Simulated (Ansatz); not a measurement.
# NaHf3: the cost of one run

Method: DFT PBE, scalar-relativistic, plane waves, PAW, in Ansatz 0.2.0.

1 further run of the same task is left out (it didn't finish).

### 1 The starting structure

Symmetry: Pm-3m, No. 221, cubic system. The conventional cell has a = 4.265 Å, b = 4.265 Å, c = 4.265 Å, α = 90.00°, β = 90.00°, γ = 90.00°. Around Na (site symmetry m-3m) lie 12 Hf at 3.02 Å. Hf (site symmetry 4/mmm) has 4 Na at 3.02 Å and 8 Hf at 3.02 Å as nearest neighbours.

Structure file:

```cif
data_structure
_symmetry_space_group_name_H-M 'P 1'
_symmetry_Int_Tables_number 1
_cell_length_a 4.2655
_cell_length_b 4.2655
_cell_length_c 4.2655
_cell_angle_alpha 90.000
_cell_angle_beta 90.000
_cell_angle_gamma 90.000
_cell_volume 77.61
loop_
_atom_site_label
_atom_site_type_symbol
_atom_site_fract_x
_atom_site_fract_y
_atom_site_fract_z
_atom_site_occupancy
Na1 Na 0.00000 0.00000 0.00000 1
Hf1 Hf 0.00000 0.50000 0.50000 1
Hf2 Hf 0.50000 0.00000 0.50000 1
Hf3 Hf 0.50000 0.50000 0.00000 1
```

This is candidate A: Cu3Au (L1_2) type (Pm-3m, No. 221).

(A quick probe on a coarse mesh, which set the mesh and smearing, is not shown.)

### 3 Coarse relaxation (candidate A)

The input, input.yaml:

```yaml
crystal:
  lattice:
    - [4.2654928833, 0.0, 0.0]
    - [0.0, 4.2654928833, 0.0]
    - [0.0, 0.0, 4.2654928833]
  atoms:
    - { symbol: Na, position: [0.0, 0.0, 0.0] }
    - { symbol: Hf, position: [0.0, 0.5, 0.5] }
    - { symbol: Hf, position: [0.5, 0.0, 0.5] }
    - { symbol: Hf, position: [0.5, 0.5, 0.0] }
basis:
  ecutwfc: 420
kpoints:
  mp_grid: { grid: [4, 4, 4] }
hamiltonian:
  xc: pbe
scf:
  occupations: { method: gaussian, width: 0.1 }
  lower_state_search: "off"
output:
  forces: true
  stress: true
  eigenvalues: true
relax:
  adjacent_minimum: "off"
  f_tol: 0.04
  max_steps: 70
  cell: { stress_tol: 0.4 }
```

On the command line:

```sh
$ ansatz run input.yaml --threads 1 --pin off --max-ram 2560MiB --backend cpu --events-out ev --progress --plain --runs-dir out
```

**Question.** How long does this run take on 1 thread of Arm Neoverse V2, shared host, and how much memory does it need?

About 9.9 s, with a peak of 0.36 GiB.
